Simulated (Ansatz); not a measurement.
A nudged elastic band was laid between two geometries of a periodic cell of 21 atoms, Ba4Ti4O12F (host BaTiO3, host structure Pm-3m, interstitial F), cell charge -1.

These are results of Ansatz 0.2.0, DFT PBE-D3(BJ), scalar-relativistic, plane waves, PAW, not measurements. Settings: cutoff 420 eV, k mesh 2x2x2, gaussian smearing 0.05 eV, no spin polarisation.

```json
{"movable images": "5", "climbing image": "yes", "spring": "5.0 eV/Å²", "optimiser": "quadratic models (default)", "start path": "IDPP", "force threshold": "0.05 eV/Å", "iteration limit": "80", "end points": "relaxed"}
```

First end point:

```xyz
21
Lattice="-4.0077 4.0077 4.0077 4.0077 -4.0077 4.0077 4.0077 4.0077 -4.0077" Properties=species:S:1:pos:R:3
Ba 2.184 2.028 1.747
Ti -0.081 0.031 -0.005
O 2.062 -0.147 -0.117
O -0.006 1.930 -0.080
O 0.013 -0.168 1.823
Ba 2.103 2.068 -1.916
Ti -0.025 0.399 4.084
O 1.956 0.098 3.930
O -0.001 2.065 4.854
O 0.024 -0.141 5.913
Ba 1.864 -1.963 2.051
Ti -0.098 4.136 -0.097
O 2.128 4.106 -0.073
O 0.015 5.981 -0.095
O 0.013 4.125 1.871
Ba -2.214 2.000 1.792
Ti 3.947 -0.134 -0.183
O 6.032 -0.152 -0.118
O 4.027 1.733 -0.061
O 4.020 0.096 2.068
F 0.000 1.959 2.722
```

Last end point:

```xyz
21
Lattice="-4.0077 4.0077 4.0077 4.0077 -4.0077 4.0077 4.0077 4.0077 -4.0077" Properties=species:S:1:pos:R:3
Ba 2.217 2.009 1.794
Ti 0.006 -0.030 -0.080
O 2.103 0.142 0.024
O 0.096 2.035 0.017
O 0.119 0.149 2.065
Ba 2.260 1.980 -1.825
Ti 0.181 0.136 3.948
O 2.138 -0.118 4.023
O -0.850 1.943 4.010
O 0.118 0.154 6.034
Ba 1.917 -2.067 2.107
Ti 0.096 3.880 -0.096
O 1.940 3.912 0.013
O 0.081 6.087 -0.003
O 0.073 3.909 2.131
Ba -2.051 1.964 1.867
Ti 3.932 -0.398 -0.023
O 6.194 0.167 0.017
O 4.069 2.276 0.020
O 4.085 -0.098 1.957
F 1.283 2.047 4.006
```

Question: What changes between the two ends?

Answer: Contacts lost: Ba6–O9, Ba16–F21, Ti17–O19. Contacts made: Ba6–F21, Ti7–O19, O9–Ba16. The atom that moves furthest is F21, by 1.82 Å; four of its nearest neighbours are Ti7 2.07, O9 2.14, Ti17 2.21, O5 2.31 Å at the first end and Ti17 2.07, O9 2.14, Ti7 2.21, O18 2.31 Å at the last.

Question: What energy profile does the band end with?

Answer: The forces met the threshold. The highest image is number 3 of 0 to 6, 1.13 eV above the ends, which have the same energy within 2 meV. By the program's own check the climbing image is of a kind that is not told: the force calls were inconclusive, a negative curvature could not be distinguished from the path's own, the only one lies far off the path, or fixed occupations may fill a level only in part (lowest curvatures found: -2.40 and 1.67 eV/Å²). Limits of this set-up: coarse k mesh, a small cell, in which the defect meets its images, charged cell in a uniform background, uncorrected.

| image | path coordinate (Å) | energy (eV) | Ba6–O9 (Å) | Ba16–F21 (Å) | Ti17–O19 (Å) |
| --- | --- | --- | --- | --- | --- |
| 0 | 0.00 | 0.00 | 2.44 | 2.40 | 1.87 |
| 1 | 0.46 | 0.25 | 2.49 | 2.59 | 1.86 |
| 2 | 0.93 | 0.84 | 2.58 | 2.93 | 1.85 |
| 3 | 1.39 | 1.13 | 2.69 | 3.33 | 1.85 |
| 4 | 2.26 | 0.49 | 3.29 | 3.74 | 1.86 |
| 5 | 3.13 | 0.04 | 3.86 | 4.00 | 1.88 |
| 6 | 3.99 | 0.00 | 3.80 | 3.96 | 2.68 |

Question: What is the geometry of the highest image?

Answer: 
```xyz
21
Lattice="-4.0077 4.0077 4.0077 4.0077 -4.0077 4.0077 4.0077 4.0077 -4.0077" Properties=species:S:1:pos:R:3:forces:R:3
Ba 2.230 2.050 1.492 0.00 0.00 0.00
Ti -0.077 0.065 0.006 0.00 0.01 0.01
O 2.065 -0.070 -0.127 0.00 0.00 0.00
O 0.059 1.970 -0.127 0.00 -0.01 0.00
O 0.011 0.047 1.899 0.00 0.00 0.00
Ba 2.055 2.083 -2.008 0.00 0.00 0.00
Ti -0.025 0.424 4.150 0.00 0.00 0.01
O 2.036 -0.104 4.047 0.00 0.00 0.00
O -0.373 2.070 4.855 0.00 0.00 0.00
O 0.093 -0.149 5.932 0.00 0.00 0.00
Ba 1.697 -1.943 2.098 0.00 0.00 0.00
Ti -0.140 4.082 -0.120 0.00 0.00 0.00
O 2.169 4.071 -0.097 0.00 0.00 0.00
O -0.017 5.973 0.023 0.00 0.00 0.00
O 0.029 3.903 1.960 0.00 0.00 0.00
Ba -2.051 1.989 1.915 0.00 0.00 0.00
Ti 3.964 -0.143 -0.159 0.00 0.00 0.00
O 6.110 0.010 -0.025 0.00 0.00 0.00
O 4.095 1.694 -0.052 0.00 0.00 0.00
O 4.080 0.106 2.083 0.00 0.00 0.00
F 0.973 1.937 3.311 0.00 0.00 -0.01
```

Time of the run: 11 min on 2 threads of Intel(R) Xeon(R) 6975P-C (Granite Rapids), with other jobs on the host, peak memory 1.5 GiB.
